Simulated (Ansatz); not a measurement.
# SiC: the cost of one run

Computed with Ansatz 0.2.0 (DFT PBE, scalar-relativistic, plane waves, PAW, unless a step's input says otherwise).

2 further runs of the same task are left out: 2 set aside as unsound or not needed.

## 1. The system as given

The structure is hexagonal, space group P6_3mc (No. 186). The conventional cell has a = 3.092 Å, b = 3.092 Å, c = 5.074 Å, α = 90.00°, β = 90.00°, γ = 120.00°. Si (site symmetry 3m) has 4 C at 1.89 to 1.91 Å as nearest neighbours. Around C (site symmetry 3m) lie 4 Si at 1.89 to 1.91 Å.

Structure file:

```xyz
4
Lattice="3.0920 0.0000 0.0000 -1.5460 2.6778 0.0000 0.0000 0.0000 5.0739" Properties=species:S:1:pos:R:3 pbc="T T T"
Si    0.0000    1.7852    0.0232
Si    1.5460    0.8926    2.5601
C     0.0000    1.7852    1.9303
C     1.5460    0.8926    4.4672
```

It is the result of an earlier relaxation at this level (volume 10.50 Å³/atom; gap on the mesh: 2.31 eV).

## 2. Plan of the line

The energy is mapped over volume and the cell's shape.

The axes are (1) volume per atom: 5 values from 8.82 to 12.18 Å³; (2) c/a of the conventional cell: 5 values from 1.514 to 1.778.

Relaxed at each point: the atoms inside the fixed cell. Energies count from the relaxed crystal. Points are written as (first, second).

## 3. The run at (8.82 Å³, 1.577)

Input file input.yaml:

```yaml
crystal:
  lattice:
    - [2.9566560977, 0.0, 0.0]
    - [-1.4783280488, 2.5605392908, 0.0]
    - [0.0, 0.0, 4.6611683379]
  atoms:
    - { symbol: Si, position: [0.3333333333, 0.6666666667, 0.0045639005] }
    - { symbol: Si, position: [0.6666666667, 0.3333333333, 0.5045639005] }
    - { symbol: C, position: [0.3333333333, 0.6666666667, 0.3804360995] }
    - { symbol: C, position: [0.6666666667, 0.3333333333, 0.8804360995] }
basis:
  ecutwfc: 520.0
kpoints:
  mp_grid: { grid: [12, 12, 6] }
hamiltonian:
  xc: pbe
  pseudopotentials: { kind: paw, azcp: { folder: soft_1 } }
scf:
  occupations: { method: gaussian, width: 0.05 }
output:
  forces: true
  stress: true
  eigenvalues: true
relax:
  adjacent_minimum: "off"
  f_tol: 0.01
  max_steps: 30
```

Launch:

```sh
> ansatz run input.yaml --threads 1 --pin off --max-ram 2048MiB --backend cpu --events-out ev --progress --plain --runs-dir out
```

What time and memory should one allow on 1 thread of Arm Neoverse N1, shared host?

About 31 s, with a peak of 0.34 GiB.
